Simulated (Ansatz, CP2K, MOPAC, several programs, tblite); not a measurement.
Energy against volume for Al2GaP3, ordered on the zincblende lattice (P3m1) with 6 atoms a cell, at fixed shape and fractional coordinates, computed by several methods (PBE and r2SCAN, where shown, with plane waves in Ansatz); the cell shown is that of r2SCAN. With free coordinates or axes held, a curve is too stiff, and on another method's shape its minimum isn't the method's own volume. It is trigonal, P3m1 (No. 156); a = 3.868 Å, c = 9.474 Å in the conventional setting, 20.46 Å³ an atom. Al is surrounded by 4 P at 2.37 Å; Ga is surrounded by 4 P at 2.37 Å; P is surrounded by 4 Al at 2.37 Å; P is surrounded by 1 Ga at 2.37 Å and 3 Al at 2.37 Å; P is surrounded by 1 Al at 2.37 Å and 3 Ga at 2.37 Å. The cell comes from a prototype generator: it can be a known phase or a hypothetical one. Spin polarisation is off. Energies count from each curve's lowest point; fits are third-order Birch-Murnaghan.

```cif
data_structure
_symmetry_space_group_name_H-M 'P 1'
_symmetry_Int_Tables_number 1
_cell_length_a 3.8683
_cell_length_b 3.8683
_cell_length_c 9.4738
_cell_angle_alpha 90.000
_cell_angle_beta 90.000
_cell_angle_gamma 120.000
_cell_volume 122.77
loop_
_atom_site_label
_atom_site_type_symbol
_atom_site_fract_x
_atom_site_fract_y
_atom_site_fract_z
_atom_site_occupancy
Al1 Al 0.00000 0.00000 0.00019 1
Al2 Al 0.66667 0.33333 0.66612 1
Ga1 Ga 0.33333 0.66667 0.33351 1
P1 P 0.66667 0.33333 0.91675 1
P2 P 0.33333 0.66667 0.58324 1
P3 P 0.00000 0.00000 0.25018 1
```

PM7 (MOPAC), on the shape of the cell shown, as a cluster of 54 atoms at the zone centre:
```csv
V (Å³/atom),E (meV/atom)
18.007,845.99
19.234,451.71
20.462,207.03
21.690,65.96
22.917,0.00
```
The lowest point is an end point, so the minimum isn't bracketed.

GFN1-xTB (tblite), on the shape of the cell shown, as a cluster of 54 atoms at the zone centre:
```tsv
V (Å³/atom)	E (meV/atom)
18.007	220.08
19.234	94.15
20.462	31.05
21.690	6.40
22.917	0.00
```
This method closes the gap of a crystal that DFT finds insulating, so its curve rests on a wrong state.
The lowest point is an end point, so the minimum isn't bracketed.

PBE/SZV (CP2K), on the shape of the cell shown:
```csv
V (Å³/atom),E (meV/atom)
18.007,232.41
19.234,95.90
20.462,24.46
21.690,0.00
22.917,10.56
```
V₀ = 21.88 Å³ an atom and B₀ = 76 GPa.

GFN2-xTB (tblite), on the shape of the cell shown, as a cluster of 54 atoms at the zone centre:
```
V (Å³/atom)  E (meV/atom)
     18.007        162.31
     19.234         58.93
     20.462         10.93
     21.690          0.00
     22.917         16.04
```
V₀ = 21.49 Å³ an atom and B₀ = 63 GPa.

Problem. r2SCAN, on the shape of its own relaxed cell, gives
```tsv
V (Å³/atom)	E (meV/atom)
19.234	23.03
19.848	5.48
20.462	0.00
21.076	4.86
21.690	18.55
```
What equilibrium volume and bulk modulus follow?

Solution. V₀ = 20.46 Å³ an atom and B₀ = 90 GPa.

Spin-orbit coupling is left out.
